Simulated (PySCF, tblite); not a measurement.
**C₅H₅O₃ radical: geometry, infrared bands and EPR parameters**

What infrared bands and EPR parameters should C₅H₅O₃ radical (`COC1=COC=[C]O1`) show?

The runs use tblite 0.8.0 and PySCF 2.14.0, with density-fitted response routines of our own; the level of theory stands in each step. All values are computed, except where a source is named. Atoms count from 0, in the outputs and in this text.

### 1 The molecule as given

13 atoms, charge 0, multiplicity 2; geometry from: force field or distance geometry start.

Bonds of the start (Å): C0–O1 1.42, O1–C2 1.40, C2–C3 1.35, C3–O4 1.40, O4–C5 1.38, C5–C6 1.28, C6–O7 1.32, O7–C2 1.43, C0–H8 1.10, C0–H9 1.10, C0–H10 1.09, C3–H11 1.08, C5–H12 1.08.

### 2 Optimising the geometry with GFN2-xTB

The job: settings as JSON, then the geometry in Å.

```
{"job": {"kind": "relax", "xc": "GFN2-xTB", "basis": "xTB"}, "charge": 0, "multiplicity": 2}
C     -2.339200    -0.081700     0.427400
O     -1.370700    -0.738600    -0.368800
C     -0.079100    -0.234700    -0.186800
C      0.927000    -0.782000    -0.906500
O      2.268200    -0.375800    -0.815000
C      2.516600     0.692600     0.019500
C      1.443600     1.084800     0.605900
O      0.147000     0.855300     0.708900
H     -3.310200    -0.551900     0.228800
H     -2.425800     0.977600     0.157400
H     -2.136500    -0.190000     1.495100
H      0.811800    -1.614900    -1.587500
H      3.542900     0.959800     0.204000
```

Command:

```
$ OMP_NUM_THREADS=1 python probes_run.py task.json out
```

The driver reads the jobs from task.json and runs them one after another.

What it wrote:

```text
step      E/eV     max force
  0    -687.96665    3.486
  1    -688.27307    2.200
  2    -688.50932    1.667
  3    -688.64936    1.824
  4    -688.72680    1.266
  5    -688.79113    0.903
  6    -688.81149    0.487
  7    -688.82440    0.239
  8    -688.83060    0.196
  9    -688.83415    0.170
 10    -688.83676    0.112
 11    -688.83890    0.116
 12    -688.84049    0.104
 13    -688.84183    0.104
 14    -688.84337    0.110
 15    -688.84623    0.206
 16    -688.85064    0.340
 17    -688.85663    0.354
 18    -688.86904    0.276
 19    -688.87469    0.189
 20    -688.88161    0.254
 21    -688.88858    0.303
 22    -688.89784    0.366
 23    -688.90541    0.205
 24    -688.91008    0.147
 25    -688.91282    0.165
 26    -688.91546    0.141
 27    -688.91704    0.082
 28    -688.91762    0.079
 29    -688.91806    0.076
 30    -688.91851    0.079
 31    -688.91896    0.067
 32    -688.91943    0.075
 33    -688.92000    0.059
 34    -688.92065    0.081
 35    -688.92121    0.077
 36    -688.92160    0.053
 37    -688.92192    0.050
 38    -688.92228    0.065
 39    -688.92267    0.060
 40    -688.92300    0.040
 41    -688.92324    0.034
 42    -688.92342    0.045
 43    -688.92359    0.049
 44    -688.92378    0.044
 45    -688.92397    0.036
 46    -688.92416    0.034
 47    -688.92434    0.035
 48    -688.92454    0.036
 49    -688.92480    0.047
 50    -688.92514    0.065
 51    -688.92555    0.066
 52    -688.92595    0.044
 53    -688.92633    0.047
 54    -688.92680    0.052
 55    -688.92756    0.082
 56    -688.92851    0.105
 57    -688.92936    0.088
 58    -688.92990    0.047
 59    -688.92990    0.054
 60    -688.93019    0.032
 61    -688.93026    0.023
 62    -688.93039    0.021
 63    -688.93044    0.018
 64    -688.93052    0.021
 65    -688.93059    0.019
 66    -688.93063    0.013
 67    -688.93065    0.012
 68    -688.93066    0.008
```

Wall time 0.29 s (1 thread of Arm Neoverse V2, shared host).

Step by step: (not every step is listed)

| step | energy from step 0 (eV) | largest force (eV/Å) |
| --- | --- | --- |
| 0 | 0.0000 | 3.4858 |
| 1 | -0.3064 | 2.1995 |
| 2 | -0.5427 | 1.6669 |
| 3 | -0.6827 | 1.8244 |
| 4 | -0.7602 | 1.2661 |
| 5 | -0.8245 | 0.9026 |
| 6 | -0.8448 | 0.4866 |
| 7 | -0.8578 | 0.2388 |
| 8 | -0.8640 | 0.1956 |
| 13 | -0.8752 | 0.1036 |
| 18 | -0.9024 | 0.2758 |
| 23 | -0.9388 | 0.2046 |
| 28 | -0.9510 | 0.0789 |
| 33 | -0.9534 | 0.0592 |
| 38 | -0.9556 | 0.0653 |
| 43 | -0.9569 | 0.0491 |
| 48 | -0.9579 | 0.0364 |
| 53 | -0.9597 | 0.0470 |
| 58 | -0.9633 | 0.0472 |
| 63 | -0.9638 | 0.0179 |
| 64 | -0.9639 | 0.0213 |
| 65 | -0.9639 | 0.0185 |
| 66 | -0.9640 | 0.0132 |
| 67 | -0.9640 | 0.0116 |
| 68 | -0.9640 | 0.0085 |

Close pairs (by a distance rule), those that changed most:

| bond | before (Å) | after (Å) | change (Å) |
| --- | --- | --- | --- |
| C2–O7 | 1.429 | 1.361 | -0.068 |
| O1–C2 | 1.398 | 1.341 | -0.058 |
| C5–C6 | 1.284 | 1.335 | +0.051 |
| C3–O4 | 1.404 | 1.358 | -0.046 |
| C6–O7 | 1.321 | 1.363 | +0.042 |
| O4–C5 | 1.378 | 1.397 | +0.019 |
| C0–H8 | 1.097 | 1.087 | -0.010 |
| C3–H11 | 1.082 | 1.076 | -0.006 |

The final coordinates are the input of the step that follows.

### 3 Infrared spectrum with GFN2-xTB

The job: settings as JSON, then the geometry in Å.

```
{"job": {"kind": "ir", "xc": "GFN2-xTB", "basis": "xTB"}, "charge": 0, "multiplicity": 2}
C     -2.299106    -0.084458     0.453668
O     -1.254137    -0.839292    -0.143688
C     -0.059204    -0.237276    -0.227611
C      0.924684    -0.714254    -1.021817
O      2.180206    -0.197263    -0.994505
C      2.416660     0.554578     0.159410
C      1.428867     1.167704     0.816379
O      0.131904     0.902133     0.491334
H     -3.178378    -0.721868     0.408234
H     -2.476892     0.841423    -0.097616
H     -2.063074     0.156397     1.492650
H      0.782843    -1.527729    -1.711203
H      3.461238     0.700392     0.357038
```

What it wrote:

```text
mode    cm-1     km/mol
  1      88.5      4.49
  2     130.7      0.94
  3     188.3      4.02
  4     211.1      5.15
  5     309.8      9.49
  6     423.5      0.50
  7     483.3     21.43
  8     515.9     41.60
  9     561.4     30.09
 10     581.3     18.01
 11     724.0     16.93
 12     749.4      7.50
 13     794.4     18.00
 14     892.4     95.95
 15     941.2     63.89
 16     977.4     26.67
 17    1033.0     53.07
 18    1081.4     42.81
 19    1118.8      1.66
 20    1141.4     19.59
 21    1176.4      4.38
 22    1228.8    234.25
 23    1263.5    169.50
 24    1395.0      3.75
 25    1450.2      9.31
 26    1462.3      9.67
 27    1480.9     49.81
 28    1613.5    198.13
 29    2969.4     18.44
 30    2980.3     18.46
 31    3047.3      6.74
 32    3126.1      4.28
 33    3158.2      4.61
```

It took 0.27 s on 1 thread of Arm Neoverse V2, shared host.

The strongest bands and the atoms that carry them (share of the mass-weighted mode):

| cm⁻¹ | km/mol | atoms |
| --- | --- | --- |
| 892 | 96.0 | O7 33 %, C5 23 %, C3 16 %, C6 11 % |
| 941 | 63.9 | O4 25 %, O7 21 %, C5 20 %, H11 15 % |
| 1033 | 53.1 | C0 33 %, O1 33 % |
| 1081 | 42.8 | C3 33 %, O4 27 %, H12 12 %, H11 10 % |
| 1229 | 234.2 | H12 25 %, H11 19 %, C3 14 %, C2 11 % |
| 1264 | 169.5 | C2 52 %, O1 20 % |
| 1481 | 49.8 | C5 43 %, C6 43 % |
| 1614 | 198.1 | C2 49 %, C3 39 % |

### 4 EPR parameters: B3LYP/pcH-1

Settings changed since step 3:

```diff
@@ -1,2 +1,2 @@
-{"job": {"kind": "ir", "xc": "GFN2-xTB", "basis": "xTB"}, "charge": 0, "multiplicity": 2}
+{"job": {"kind": "epr", "basis": "pcH-1"}, "charge": 0, "multiplicity": 2}
 C     -2.299106    -0.084458     0.453668
```

Method: UKS B3LYP, pcH-1 on C H O, non-relativistic, mean-field spin-orbit, GIAO.

What it wrote:

```text
UKS, coarse grid
  cycle   1  E = -418.92756377  |g| = 5.75e-01
  cycle   2  E = -418.71105776  |g| = 9.49e-01
  cycle   3  E = -419.04699141  |g| = 1.23e-01
  cycle   4  E = -419.04593530  |g| = 1.42e-01
  cycle   5  E = -419.05591973  |g| = 2.48e-02
  cycle   6  E = -419.05624037  |g| = 1.89e-02
  cycle   7  E = -419.05641049  |g| = 1.13e-02
  cycle   8  E = -419.05650726  |g| = 5.53e-03
  cycle   9  E = -419.05653695  |g| = 3.08e-03
  cycle  10  E = -419.05654636  |g| = 1.53e-03
  cycle  11  E = -419.05655049  |g| = 7.14e-04
UKS, final grid
  cycle   1  E = -419.05649286  |g| = 1.16e-03
  cycle   2  E = -419.05648985  |g| = 3.02e-03
  cycle   3  E = -419.05649386  |g| = 3.59e-04
  cycle   4  E = -419.05649394  |g| = 2.85e-04
  cycle   5  E = -419.05649419  |g| = 1.30e-04
  cycle   6  E = -419.05649422  |g| = 3.42e-05
  cycle   7  E = -419.05649422  |g| = 2.07e-05
E = -419.05649422 Eh   <S^2> = 0.7576 (exact 0.7500)
g shifts (ppm)      1          2          3
  rmc          -233       -233       -233
  gc             26         26         15
  oz_so         168       1199       2182
  total         -39        992       1964
hyperfine (MHz)  atom isotope    a_iso     a_fc   dipolar eigenvalues
    0   13C      -1.16      -1.16     -0.38     -0.20      0.58
    1   17O      -0.36      -0.36     -4.29      1.75      2.55
    2   13C     -11.83     -11.83     -9.11     -1.75     10.86
    3   13C       5.43       5.43    -10.64     -9.80     20.43
    4   17O     -28.94     -28.94    -65.73     32.77     32.96
    5   13C      71.43      71.43    -13.17    -10.26     23.43
    6   13C     259.50     259.50    -50.10    -40.49     90.59
    7   17O     -42.39     -42.39    -53.88     26.38     27.50
    8    1H       0.15       0.15     -0.76     -0.62      1.38
    9    1H       1.58       1.58     -1.29     -1.04      2.33
   10    1H       3.80       3.80     -1.77     -1.24      3.01
   11    1H       8.05       8.05     -5.72     -2.60      8.32
   12    1H     -10.86     -10.86     -6.65     -4.18     10.83
```

It took 49 s on 1 thread of Arm Neoverse V2, shared host; peak memory 0.92 GiB.

Principal g values 2.00228, 2.00331, 2.00428; g(iso) = 2.00329, against 2.00232 for a free electron.

Hyperfine couplings; where a row names several nuclei, a(iso) is their mean (it holds for fast rotation or exchange) and the dipolar term the largest among them:

| nuclei | isotope | a(iso) (MHz) | a(iso) (G, at g = 2.0023) | largest dipolar term (MHz) |
| --- | --- | --- | --- | --- |
| C6 | 13C | 259.5 | 92.6 | 90.6 |
| C5 | 13C | 71.4 | 25.5 | 23.4 |
| O7 | 17O | -42.4 | -15.1 | -53.9 |
| O4 | 17O | -28.9 | -10.3 | -65.7 |
| C2 | 13C | -11.8 | -4.2 | 10.9 |
| H12 | 1H | -10.9 | -3.9 | 10.8 |
| H11 | 1H | 8.1 | 2.9 | 8.3 |
| C3 | 13C | 5.4 | 1.9 | 20.4 |
| H8, H9, H10 | 1H | 1.8 | 0.7 | 3.0 |
| C0 | 13C | -1.2 | -0.4 | 0.6 |
| O1 | 17O | -0.4 | -0.1 | -4.3 |

Mulliken spin populations:

C0 0.00; O1 0.01; C2 0.01; C3 0.12; O4 0.15; C5 0.11; C6 0.50; O7 0.11; H8 0.00; H9 0.00; H10 0.00; H11 0.00; H12 -0.01

In first order the couplings over 0.8 MHz of 1H give 16 distinct lines over 8.7 G, if the averaged nuclei exchange fast; the same motion can average rows kept apart here too.

The fields below are evaluated on a grid from the run's orbitals.

ELF in a plane through or near 10 of the atoms.

Ten even steps from '0' (0.00) to '9' (1.00):
```
0000000000000000000000000000
0000000000000000000000000000
0000000000110000000000000000
0000000026874000000000000000
0000000169995000000000000000
0000000059995011001100000000
0000576137245576007740000000
0003999657327788028860000000
0004999676746674037742100000
0002788414303762131658740000
0000000587326167787399992000
0000003856738727566389981000
0000015886541414896018730000
0000003641699501775001100000
0000000000999910120000000000
0000000001999920000000000000
0000000000488400000000000000
0000000000000000000000000000
0000000000000000000000000000
0000000000000000000000000000
```
The map spans 12.1 Å across and 9.7 Å up, centred on the molecule. Atoms in the plane (x, y in Å): C0 (2.3, 0.2), O1 (1.3, -0.7), C2 (0.0, -0.3), C3 (-1.0, -1.2), O4 (-2.3, -0.8), C5 (-2.4, 0.6), C6 (-1.4, 1.5), H8 (3.3, -0.3), H11 (-0.9, -2.3), H12 (-3.4, 0.9).

On the surface of density 0.002 e/bohr³ the electrostatic potential runs, from the 1st to the 99th percentile, from -1.49 V near C6 to 1.23 V near H11.

The spin density lies nearest to C6 45 %; O4, O7 about 14 % each; C3, C5 about 10 % each.

### 5 Outcome

| quantity | value |
| --- | --- |
| strongest single infrared mode (GFN2-xTB) | 1229 cm⁻¹, 234 km/mol |
| zero-point energy (GFN2-xTB) | 56.2 kcal/mol |
| g(iso) (B3LYP) | 2.00329 |
| ⟨S²⟩ | 0.758 (exact 0.75) |
| largest a(iso) (averaged by class) | 13C on C6, 259.5 MHz |
| potential on the surface of density 0.002 e/bohr³, 1st and 99th percentile | -1.49 V and 1.23 V |

In words: The optimisation took 68 steps and gained 0.964 eV; among the close pairs (by a distance rule), C2–O7 changed most, from 1.429 to 1.361 Å. All 33 modes are real, so the xTB geometry is a minimum. The strongest single mode, at 1229 cm⁻¹, is spread over several atoms, H12, H11, C3, C2 among them. Unscaled tight-binding wavenumbers are off by several per cent, some by more. Its intensities can rank the bands wrongly. The largest share of the spin, 0.50 e, sits on C6. The isotropic g lies 1.0 ppt above the free-electron value.
